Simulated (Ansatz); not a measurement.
# GaCl + SiH4: a complex and its separated parts

The complex below is one end of an elementary step. How strongly is it bound against its free parts?

Program: Ansatz 0.2.0, Gaussian basis. Level of theory: PBE0-D4/def2-TZVP structures, single points in def2-TZVPP, no counterpoise correction. These are calculated values, not measurements.

Levels: SPW92, PBE-D4, BLYP-D4, r2SCAN-D4, B97M-V, PBE0-D4, B3LYP-D4, r2SCAN0-D4, BHLYP-D4, CAM-B3LYP-D4, wB97X-V, wB97M-V, B2PLYP, PBE-QIDH, RPA on PBE, Hartree-Fock, MP2, CCSD, CCSD(T).

Cores are frozen in the correlated methods. Filled d shells of the heavier atoms are correlated. B3LYP uses VWN-RPA correlation. B2PLYP carries no dispersion term here.

56 further runs of the same task are left out: 56 set aside as unsound or not needed.

## 1. Where the work starts

The complex: 7 atoms, charge 0, spin multiplicity 1.

Atoms are counted from 1 here; the program's logs count them from 0.

Bond lengths: Ga1–Cl4 2.219 Å, Si2–H3 1.488 Å, Si2–H5 1.484 Å, Si2–H6 1.485 Å, Si2–H7 1.484 Å. Angles: H3–Si2–H5 109.2°, H3–Si2–H6 108.9°, H3–Si2–H7 109.2°, H5–Si2–H6 109.7°, H5–Si2–H7 110.1°, H6–Si2–H7 109.7°.

As a file:

```
Ga   -1.6659   -1.7912   -1.4937
Si    1.0332    0.4782    0.5097
H    -0.4046    0.3513    0.1465
Cl   -3.4729   -0.5856   -1.0405
H     1.1727    0.3963    1.9846
H     1.7904   -0.6299   -0.1264
H     1.5472    1.7808    0.0196
```

Its parts: GaCl holds atoms 1, 4; SiH4 holds atoms 2, 3, 5, 6, 7. Each part counts its atoms afresh in its own runs.

## 2. Relaxing GaCl alone

Input file relax-a/in.yaml:

```yaml
crystal:
  periodic: [false, false, false]
  atoms:
    - {symbol: Ga, position_ang: [-1.665907, -1.791167, -1.493715]}
    - {symbol: Cl, position_ang: [-3.472923, -0.585649, -1.040458]}
basis:
  gaussian: {orbitals: def2-TZVP}
hamiltonian: {xc: pbe0, dispersion: d4}
relax: {f_tol: 0.005, max_steps: 200}
```

Run with:

```sh
$ ansatz run in.yaml --threads 4 --pin off --events-out ev --progress --plain --max-ram 9574MiB
```

Further steps of the session: Relaxing SiH4 alone; SPW92/def2-TZVPP; PBE-D4/def2-TZVPP; BLYP-D4/def2-TZVPP; r2SCAN-D4/def2-TZVPP; B97M-V/def2-TZVPP; PBE0-D4/def2-TZVPP; B3LYP-D4/def2-TZVPP; r2SCAN0-D4/def2-TZVPP; BHLYP-D4/def2-TZVPP; CAM-B3LYP-D4/def2-TZVPP; wB97X-V/def2-TZVPP; wB97M-V/def2-TZVPP; B2PLYP/def2-TZVPP; PBE-QIDH/def2-TZVPP; RPA on PBE/def2-TZVPP; CCSD(T)/def2-TZVPP; Vibrations of GaCl; Vibrations of SiH4.

**Question.** What will these runs give? Wanted: complex less parts, CCSD(T)/def2-TZVPP; with zero-point energy; largest T1 diagnostic.

**Answer**, as computed:

| quantity | value |
| --- | --- |
| complex less parts, CCSD(T)/def2-TZVPP | -2.86 kJ/mol |
| with zero-point energy | -2.09 kJ/mol |
| largest T1 diagnostic | 0.013 |

In words: At CCSD(T) the complex lies 2.86 kJ/mol below its parts. Among the functionals wB97X-V lands nearest to CCSD(T) (-0.46 kJ/mol) and SPW92 farthest (-6.13 kJ/mol). Mean unsigned error by rung: LDA 6.13, GGA 3.83, meta-GGA 0.79, hybrid 2.70, range-separated hybrid 0.94, double hybrid 2.01 kJ/mol. PBE-D4 gives a relative energy 4.20 kJ/mol too low, an error of 147 % of the reference. The complex's frequency run has imaginary modes: the structure is no minimum, so both the energy and the zero-point correction are in doubt. No counterpoise was applied, and triple zeta lacks some correlation, so the CCSD(T) reference has a basis error of its own, and close matches with it are partly luck.
